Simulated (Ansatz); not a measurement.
**Si2GeH+ (singlet): correlated methods under varied settings**

Aim: run Si2GeH+ (singlet) at one geometry under a spread of methods and options, and see what each costs and gives.

Computed with Ansatz 0.2.0, Gaussian basis. Level: the settings change from run to run.

17 further runs of the same task are left out: 9 that didn't finish, 8 set aside as unsound or not needed.

### Step 1. What is computed

The geometry is a PBE0/def2-TZVP stationary point (not a proven minimum) of the parent state, kept for this charge and spin. No spin-orbit coupling is included. The filled d shell of Ge may be among the frozen orbitals whatever the setting's name suggests; the logs give the count.

4 atoms, charge 1, spin multiplicity 1.

Atoms are counted from 1 here; the program's logs count them from 0.

Bond lengths: Si1–Ge2 2.281 Å, Ge2–Si3 2.281 Å, Ge2–H4 1.745 Å. Angles: Si1–Ge2–Si3 99.3°, Si1–Ge2–H4 57.3°, Si3–Ge2–H4 57.3°.

Geometry (Å):

```xyz
4
GeHSi2
Si   -0.0260    0.8260    1.7390
Ge    0.0072   -0.6502    0.0000
Si   -0.0260    0.8260   -1.7390
H     0.9322    0.8289    0.0000
```

### Step 2. MP2 on UHF/cc-pVDZ

in.yaml reads:

```yaml
crystal:
  periodic: [false, false, false]
  atoms:
    - {symbol: Si, position_ang: [-0.025995, 0.826014, 1.739012]}
    - {symbol: Ge, position_ang: [0.007166, -0.650241, 0.000000]}
    - {symbol: Si, position_ang: [-0.025995, 0.826015, -1.739011]}
    - {symbol: H, position_ang: [0.932233, 0.828877, 0.000000]}
basis:
  gaussian: {orbitals: cc-pVDZ, fitting: {mean_field: def2-universal-jkfit}}
total_charge: 1
magnetization: {spin_polarized: true, initial_magnetization: 0}
correlation: {method: mp2, electrons: outside_noble_gas}
```

Command:

```sh
$ ansatz run in.yaml --threads 1 --pin off --events-out ev --progress --plain --max-ram 2393MiB
```

The program printed:

```text
Functional definition: HF
  name "HF"
  cite "Fock, Z. Phys. 61, 126 (1930) doi:10.1007/BF01340294"
  parent pbe
  exchange = exact_x
  correlation = 0
540 factors; integrals over basis functions are off by at most 3.3e-1 eV
mean field evaluation 1: about -72201.6729 eV, gradient 9.0e0 eV
mean field evaluation 2: about -72202.3855 eV, gradient 3.9e0 eV
mean field evaluation 4: about -72202.5820 eV, gradient 5.4e-1 eV
mean field evaluation 8: about -72202.6059 eV, gradient 5.1e-6 eV
mean field evaluation 16: about -72202.6840 eV, gradient 2.1e-1 eV
mean field evaluation 32: about -72202.6628 eV, gradient 6.8e-1 eV
mean field evaluation 64: about -72202.6683 eV, gradient 2.3e-1 eV
mean field -72202.69327439 eV, -2653.4000370906 hartree, gradient 2.4e-6 eV, S^2 0.628006; 11 other end points of the search recorded, 0 dependent functions left out
24 core orbitals not correlated: weight in the atoms' cores, before any rotation towards them, 1.000 or more for the frozen orbitals, at most 0.000 for the correlated occupied ones
reference -72202.69327439 eV, -2653.4000370906 hartree; 6, 6 occupied and 38, 38 virtual orbitals, 540 factors
second order -5.92912928 eV of doubles, -0.00000000 eV of singles
Total energy: -72208.62240367 eV, -2653.6179285726 hartree
```

It took 8.5 s on 1 thread of Arm Neoverse V2, shared host.

From the report: ⟨S²⟩ of the determinant 0.628 (pure singlet: 0.00). The determinant is far from a pure spin state, so its energy mixes those of several spin states (harmless only where they are near-degenerate, as at dissociation).

### Step 3. MP2 on UHF/cc-pVDZ

Changes to in.yaml since step 2:

```diff
@@ -8,5 +8,6 @@
 basis:
-  gaussian: {orbitals: cc-pVDZ, fitting: {mean_field: def2-universal-jkfit}}
+  gaussian: {orbitals: cc-pVDZ}
 total_charge: 1
 magnetization: {spin_polarized: true, initial_magnetization: 0}
-correlation: {method: mp2, electrons: outside_noble_gas}
+correlation: {method: mp2, electrons: valence}
+accuracy: high
```

Same command.

The program printed:

```text
Functional definition: HF
  name "HF"
  cite "Fock, Z. Phys. 61, 126 (1930) doi:10.1007/BF01340294"
  parent pbe
  exchange = exact_x
  correlation = 0
1470 factors; integrals over basis functions are off by at most 4.4e-9 eV
mean field evaluation 1: about -72201.6545 eV, gradient 9.0e0 eV
mean field evaluation 2: about -72201.6772 eV, gradient 9.0e0 eV
mean field evaluation 4: about -72202.5382 eV, gradient 1.4e0 eV
mean field evaluation 8: about -72202.6050 eV, gradient 1.6e-1 eV
mean field evaluation 16: about -72202.6078 eV, gradient 1.3e-2 eV
mean field evaluation 32: about -72202.6078 eV, gradient 1.1e-7 eV
mean field evaluation 64: about -72202.6406 eV, gradient 1.5e-3 eV
mean field evaluation 96: about -72202.6291 eV, gradient 8.5e-2 eV
mean field evaluation 128: about -72202.6930 eV, gradient 8.9e-2 eV
mean field -72202.69524065 eV, -2653.4001093491 hartree, gradient 6.9e-8 eV, S^2 0.628175; 11 other end points of the search recorded, 0 dependent functions left out
19 core orbitals not correlated: weight in the atoms' cores, before any rotation towards them, 1.000 or more for the frozen orbitals, at most 0.000 for the correlated occupied ones
reference -72202.69524065 eV, -2653.4001093491 hartree; 11, 11 occupied and 38, 38 virtual orbitals, 1470 factors
second order -6.49305849 eV of doubles, -0.00000000 eV of singles
Total energy: -72209.18829914 eV, -2653.6387248476 hartree
```

Wall time 12 s (1 thread of Arm Neoverse V2, shared host).

From the report: ⟨S²⟩ of the determinant 0.628 (pure singlet: 0.00). The determinant is far from a pure spin state, so its energy mixes those of several spin states (harmless only where they are near-degenerate, as at dissociation).

### Step 4. CCSDTQ on RHF/STO-3G

Changes to in.yaml since step 3:

```diff
@@ -8,6 +8,5 @@
 basis:
-  gaussian: {orbitals: cc-pVDZ}
+  gaussian: {orbitals: STO-3G}
 total_charge: 1
-magnetization: {spin_polarized: true, initial_magnetization: 0}
-correlation: {method: mp2, electrons: valence}
-accuracy: high
+magnetization: {spin_polarized: false}
+correlation: {method: ccsdtq, electrons: outside_noble_gas}
```

Same command.

The program printed:

```text
Functional definition: HF
  name "HF"
  cite "Fock, Z. Phys. 61, 126 (1930) doi:10.1007/BF01340294"
  parent pbe
  exchange = exact_x
  correlation = 0
574 factors; integrals over basis functions are off by at most 5.2e-8 eV
mean field evaluation 1: about -71379.5410 eV, gradient 1.6e1 eV
mean field evaluation 2: about -71379.5629 eV, gradient 1.6e1 eV
mean field evaluation 4: about -71380.9134 eV, gradient 1.3e0 eV
mean field evaluation 8: about -71380.9604 eV, gradient 4.5e-4 eV
mean field evaluation 16: about -71380.9340 eV, gradient 3.3e-1 eV
mean field -71380.95997986 eV, -2623.2018955074 hartree, gradient 6.1e-6 eV, S^2 0.000000; 0 other end points of the search recorded, 0 dependent functions left out; unrestricted orbitals would lower it
24 core orbitals not correlated, not the lowest: weight in the atoms' cores, before any rotation towards them, 0.604 or more for the frozen orbitals, at most 0.410 for the correlated occupied ones
reference -71380.95997986 eV, -2623.2018955074 hartree; 6, 6 occupied and 7, 7 virtual orbitals, 574 factors
second order -3.33928853 eV of doubles, -0.00000000 eV of singles
cycle   1  -3.69183492 eV  change   -3.5e-1 eV  update   1.7e-1
cycle   2  -4.17731822 eV  change   -4.9e-1 eV  update   1.0e-1
cycle   3  -4.58126837 eV  change   -4.0e-1 eV  update   7.1e-2
cycle   4  -4.65637825 eV  change   -7.5e-2 eV  update   3.2e-2
cycle   5  -4.68979358 eV  change   -3.3e-2 eV  update   3.0e-2
cycle   6  -4.70589279 eV  change   -1.6e-2 eV  update   1.1e-2
cycle   7  -4.70365991 eV  change    2.2e-3 eV  update   7.0e-3
cycle   8  -4.69244811 eV  change    1.1e-2 eV  update   3.8e-3
cycle   9  -4.69604591 eV  change   -3.6e-3 eV  update   2.2e-3
cycle  10  -4.70075184 eV  change   -4.7e-3 eV  update   1.2e-3
cycle  11  -4.70021156 eV  change    5.4e-4 eV  update   6.9e-4
cycle  12  -4.70089227 eV  change   -6.8e-4 eV  update   3.3e-4
cycle  13  -4.70081899 eV  change    7.3e-5 eV  update   1.8e-4
cycle  14  -4.70054919 eV  change    2.7e-4 eV  update   9.2e-5
cycle  15  -4.70052843 eV  change    2.1e-5 eV  update   5.0e-5
cycle  16  -4.70052449 eV  change    3.9e-6 eV  update   2.8e-5
cycle  17  -4.70056032 eV  change   -3.6e-5 eV  update   1.7e-5
cycle  18  -4.70056041 eV  change   -8.8e-8 eV  update   9.8e-6
cycle  19  -4.70057448 eV  change   -1.4e-5 eV  update   5.9e-6
cycle  20  -4.70057141 eV  change    3.1e-6 eV  update   2.5e-6
cycle  21  -4.70057022 eV  change    1.2e-6 eV  update   1.3e-6
cycle  22  -4.70056849 eV  change    1.7e-6 eV  update   9.0e-7
cycle  23  -4.70056836 eV  change    1.2e-7 eV  update   5.1e-7
Total energy: -71385.66054822 eV, -2623.3746382086 hartree
```

It took 4.8 s on 1 thread of Arm Neoverse V2, shared host.

From the report: correlation -4.7006 eV; T1 0.072; largest double amplitude 0.13.

### Step 5. CCSD on RHF/cc-pVDZ

Changes to in.yaml since step 4:

```diff
@@ -8,5 +8,7 @@
 basis:
-  gaussian: {orbitals: STO-3G}
+  gaussian: {orbitals: cc-pVDZ, point_charges: [{charge: 0.50, position_ang: [5.478, -0.137, 0.173]}]}
 total_charge: 1
 magnetization: {spin_polarized: false}
-correlation: {method: ccsdtq, electrons: outside_noble_gas}
+correlation: {method: ccsd, electrons: outside_noble_gas}
+scf: {lower_state_search: off}
+output: {forces: true}
```

Launched as before.

The program printed:

```text
Functional definition: HF
  name "HF"
  cite "Fock, Z. Phys. 61, 126 (1930) doi:10.1007/BF01340294"
  parent pbe
  exchange = exact_x
  correlation = 0
these checks for a lower state are left out or cut short: starts, cluster_reference, orbital_swaps, neighbouring_geometries, increment
741 factors; integrals over basis functions are off by at most 1.2e-3 eV
mean field evaluation 1: about -72200.4323 eV, gradient 1.3e1 eV
mean field evaluation 2: about -72200.4440 eV, gradient 1.3e1 eV
mean field evaluation 4: about -72201.3486 eV, gradient 1.9e0 eV
mean field evaluation 8: about -72201.4171 eV, gradient 2.3e-1 eV
mean field -72201.41983766 eV, -2653.3532391537 hartree, gradient 4.4e-6 eV, S^2 0.000000; 0 other end points of the search recorded, 0 dependent functions left out; unrestricted orbitals would lower it
24 core orbitals not correlated: weight in the atoms' cores, before any rotation towards them, 1.000 or more for the frozen orbitals, at most 0.000 for the correlated occupied ones
reference -72201.41983766 eV, -2653.3532391537 hartree; 6, 6 occupied and 38, 38 virtual orbitals, 741 factors
second order -6.50903511 eV of doubles, -0.00000000 eV of singles
cycle   1  -7.05098653 eV  change   -5.4e-1 eV  update   1.3e-1
cycle   2  -7.42610166 eV  change   -3.8e-1 eV  update   4.8e-2
cycle   3  -7.54265803 eV  change   -1.2e-1 eV  update   3.3e-2
cycle   4  -7.54275992 eV  change   -1.0e-4 eV  update   1.5e-2
cycle   5  -7.54535693 eV  change   -2.6e-3 eV  update   8.4e-3
cycle   6  -7.54653728 eV  change   -1.2e-3 eV  update   3.5e-3
cycle   7  -7.54624793 eV  change    2.9e-4 eV  update   1.2e-3
cycle   8  -7.54673407 eV  change   -4.9e-4 eV  update   5.2e-4
cycle   9  -7.54667365 eV  change    6.0e-5 eV  update   2.4e-4
cycle  10  -7.54662188 eV  change    5.2e-5 eV  update   1.3e-4
cycle  11  -7.54666656 eV  change   -4.5e-5 eV  update   6.8e-5
cycle  12  -7.54665740 eV  change    9.2e-6 eV  update   4.3e-5
cycle  13  -7.54667978 eV  change   -2.2e-5 eV  update   1.8e-5
cycle  14  -7.54667342 eV  change    6.4e-6 eV  update   8.0e-6
cycle  15  -7.54666842 eV  change    5.0e-6 eV  update   2.7e-6
cycle  16  -7.54666855 eV  change   -1.3e-7 eV  update   1.0e-6
the calculation of the forces begins
Total energy: -72208.96650620 eV, -2653.6305741076 hartree
Atom 0 at    -0.025995     0.826014     1.739012 Å, force    -0.099456     0.502618     0.320470 eV/Å
Atom 1 at     0.007166    -0.650241     0.000000 Å, force    -0.102254    -1.132137     0.005588 eV/Å
Atom 2 at    -0.025995     0.826015    -1.739011 Å, force    -0.096294     0.507548    -0.332004 eV/Å
Atom 3 at     0.932233     0.828877     0.000000 Å, force     0.113926     0.145142     0.001444 eV/Å
Dipole moment:    -0.241850     0.355964    -0.008897 e Å
Checks for a lower state left out: starts, cluster_reference, orbital_swaps, neighbouring_geometries, increment
```

Wall time 2.8 s (1 thread of Arm Neoverse V2, shared host).

From the report: correlation -7.5467 eV; T1 0.040; largest double amplitude 0.07.

### Step 6. CCSD on RHF/aug-cc-pVDZ

Changes to in.yaml since step 5:

```diff
@@ -8,3 +8,3 @@
 basis:
-  gaussian: {orbitals: cc-pVDZ, point_charges: [{charge: 0.50, position_ang: [5.478, -0.137, 0.173]}]}
+  gaussian: {orbitals: aug-cc-pVDZ}
 total_charge: 1
@@ -12,3 +12,3 @@
 correlation: {method: ccsd, electrons: outside_noble_gas}
-scf: {lower_state_search: off}
+scf: {lower_state_search: light}
 output: {forces: true}
```

Same command.

The program printed:

```text
Functional definition: HF
  name "HF"
  cite "Fock, Z. Phys. 61, 126 (1930) doi:10.1007/BF01340294"
  parent pbe
  exchange = exact_x
  correlation = 0
1053 factors; integrals over basis functions are off by at most 5.6e-4 eV
mean field evaluation 1: about -72201.3860 eV, gradient 1.6e1 eV
mean field evaluation 2: about -72201.4222 eV, gradient 1.6e1 eV
mean field evaluation 4: about -72202.6448 eV, gradient 2.1e0 eV
mean field evaluation 8: about -72202.7143 eV, gradient 5.4e-1 eV
mean field evaluation 16: about -72202.7275 eV, gradient 2.2e-6 eV
mean field -72202.72749076 eV, -2653.4012945189 hartree, gradient 2.1e-6 eV, S^2 0.000000; 0 other end points of the search recorded, 0 dependent functions left out; unrestricted orbitals would lower it
24 core orbitals not correlated: weight in the atoms' cores, before any rotation towards them, 1.000 or more for the frozen orbitals, at most 0.000 for the correlated occupied ones
reference -72202.72749076 eV, -2653.4012945189 hartree; 6, 6 occupied and 69, 69 virtual orbitals, 1053 factors
second order -6.74592923 eV of doubles, -0.00000000 eV of singles
cycle   1  -7.26426490 eV  change   -5.2e-1 eV  update   1.3e-1
cycle   2  -7.63751850 eV  change   -3.7e-1 eV  update   4.8e-2
cycle   3  -7.75563807 eV  change   -1.2e-1 eV  update   3.3e-2
cycle   4  -7.75511651 eV  change    5.2e-4 eV  update   1.5e-2
cycle   5  -7.75798654 eV  change   -2.9e-3 eV  update   8.6e-3
cycle   6  -7.75910178 eV  change   -1.1e-3 eV  update   3.6e-3
cycle   7  -7.75871304 eV  change    3.9e-4 eV  update   1.2e-3
cycle   8  -7.75922452 eV  change   -5.1e-4 eV  update   5.2e-4
cycle   9  -7.75915572 eV  change    6.9e-5 eV  update   2.3e-4
cycle  10  -7.75909592 eV  change    6.0e-5 eV  update   1.3e-4
cycle  11  -7.75913866 eV  change   -4.3e-5 eV  update   6.6e-5
cycle  12  -7.75912978 eV  change    8.9e-6 eV  update   4.2e-5
cycle  13  -7.75915500 eV  change   -2.5e-5 eV  update   1.9e-5
cycle  14  -7.75915076 eV  change    4.2e-6 eV  update   9.2e-6
cycle  15  -7.75914476 eV  change    6.0e-6 eV  update   3.3e-6
cycle  16  -7.75914485 eV  change   -8.9e-8 eV  update   1.4e-6
the calculation of the forces begins
Total energy: -72210.48663561 eV, -2653.6864378327 hartree
Atom 0 at    -0.025995     0.826014     1.739012 Å, force    -0.038780     0.517298     0.327907 eV/Å
Atom 1 at     0.007166    -0.650241     0.000000 Å, force    -0.049076    -1.150389    -0.000000 eV/Å
Atom 2 at    -0.025995     0.826015    -1.739011 Å, force    -0.038780     0.517298    -0.327907 eV/Å
Atom 3 at     0.932233     0.828877     0.000000 Å, force     0.126636     0.115793     0.000000 eV/Å
Dipole moment:    -0.128708     0.311640     0.000000 e Å
```

Run time: 11 s. Hardware: 1 thread of Arm Neoverse V2, shared host; peak memory 0.32 GiB.

From the report: correlation -7.7591 eV; T1 0.040; largest double amplitude 0.07.

### Step 7. The runs in one table

| level | correlated | functions | energy (eV) | time |
| --- | --- | --- | --- | --- |
| MP2 on UHF/cc-pVDZ | outside noble gas | 68 | -72208.6224 | 8.5 s |
| MP2 on UHF/cc-pVDZ | valence | 68 | -72209.1883 | 12 s |
| CCSDTQ on RHF/STO-3G | outside noble gas | 37 | -71385.6605 | 4.8 s |
| CCSD on RHF/cc-pVDZ (beside a point charge) | outside noble gas | 68 | -72208.9665 | 2.8 s |
| CCSD on RHF/aug-cc-pVDZ | outside noble gas | 99 | -72210.4866 | 11 s |

### Step 8. Results

| quantity | value |
| --- | --- |
| runs | 5 |
| quickest | CCSD on RHF/cc-pVDZ (beside a point charge), 2.8 s |
| slowest | MP2 on UHF/cc-pVDZ, 12 s |

**Reading.** Total energies in different bases, with other cores or another treatment of relativity can't be set against each other. MP2 on UHF/cc-pVDZ took 4 times as long as CCSD on RHF/cc-pVDZ (beside a point charge); the jobs differ in more than the method.
